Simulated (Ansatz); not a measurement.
# LaNiGe2: the cost of one run

Program: Ansatz 0.2.0. Level of theory: DFT PBEsol, scalar-relativistic, plane waves, PAW. These are calculated values, not measurements.

1 further run of the same task is left out (set aside as unsound or not needed). Runs told in other sessions of the task aren't counted.

## 1. The starting structure

The cell holds 16 atoms (Ge7La4Ni4Yb): a = 5.994 Å, b = 5.994 Å, c = 8.629 Å, α = 79.89°, β = 79.89°, γ = 89.39°.

Coordinates:

```
CELL_PARAMETERS angstrom
-4.26098 0.00000 4.21620
-4.26098 0.00000 -4.21620
-2.13049 -8.36174 0.00000
ATOMIC_POSITIONS crystal
Yb 0.48521 0.74484 0.49195
Ge 0.00000 0.25000 0.49999
Ge 0.50000 0.25000 0.50001
Ge 0.00000 0.75000 0.50001
Ge 0.14645 0.89645 0.91422
Ge 0.64645 0.39645 0.91422
Ge 0.85355 0.10355 0.08578
Ge 0.35355 0.60355 0.08578
La 0.67938 0.92938 0.78249
La 0.17938 0.42938 0.78249
La 0.32062 0.07062 0.21751
La 0.82062 0.57062 0.21751
Ni 0.22726 0.95999 0.62809
Ni 0.72474 0.46359 0.63706
Ni 0.77298 0.02636 0.37395
Ni 0.28705 0.54205 0.36707
```

The host was relaxed before at PBEsol: a = 4.261 Å, b = 16.723 Å, c = 4.216 Å, α = 90.00°, β = 90.00°, γ = 90.00° (conventional cell), 18.778 Å³/atom.

Places, in fractions of the supercell: Yb in place of Ge at (0.500, 0.750, 0.500). Its neighbours start displaced at random, with a spread of 0.05 Å in each coordinate.

## 2. The perfect crystal in the supercell of 16 atoms

Contents of input.yaml:

```yaml
crystal:
  lattice:
    - [-4.2609830213, 0.0, 4.2162009327]
    - [-4.2609830213, 0.0, -4.2162009327]
    - [-2.1304915106, -8.3617445744, 0.0]
  atoms:
    - { symbol: Ge, position: [0.5000025842, 0.7500025842, 0.4999896632] }
    - { symbol: Ge, position: [2.5842e-06, 0.2500025842, 0.4999896632] }
    - { symbol: Ge, position: [0.4999974158, 0.2499974158, 0.5000103368] }
    - { symbol: Ge, position: [0.9999974158, 0.7499974158, 0.5000103368] }
    - { symbol: Ge, position: [0.1464452613, 0.8964452613, 0.9142189546] }
    - { symbol: Ge, position: [0.6464452613, 0.3964452613, 0.9142189546] }
    - { symbol: Ge, position: [0.8535547387, 0.1035547387, 0.0857810454] }
    - { symbol: Ge, position: [0.3535547387, 0.6035547387, 0.0857810454] }
    - { symbol: La, position: [0.6793774312, 0.9293774312, 0.7824902752] }
    - { symbol: La, position: [0.1793774312, 0.4293774312, 0.7824902752] }
    - { symbol: La, position: [0.3206225688, 0.0706225688, 0.2175097248] }
    - { symbol: La, position: [0.8206225688, 0.5706225688, 0.2175097248] }
    - { symbol: Ni, position: [0.2162038553, 0.9662038553, 0.6351845788] }
    - { symbol: Ni, position: [0.7162038553, 0.4662038553, 0.6351845788] }
    - { symbol: Ni, position: [0.7837961447, 0.0337961447, 0.3648154212] }
    - { symbol: Ni, position: [0.2837961447, 0.5337961447, 0.3648154212] }
basis:
  ecutwfc: 420
  xc_grid: 2
kpoints:
  mp_grid: { grid: [4, 4, 3], shift: [0.5, 0.5, 0.0] }
hamiltonian:
  xc: pbesol
scf:
  occupations: { method: gaussian, width: 0.05 }
output:
  forces: true
  stress: true
  eigenvalues: true
  write_density: true
  write_potential: true
  elf: true
  volumetric_format: npy
```

Command:

```
$ ansatz run input.yaml --threads 8 --pin off --max-ram 14336MiB --backend cpu --events-out ev --progress --plain --runs-dir out
```

**Question.** How long does this run take on 8 threads of Arm Neoverse V2, shared host, and how much memory does it need?

About 7.5 s, with a peak of 2.1 GiB.
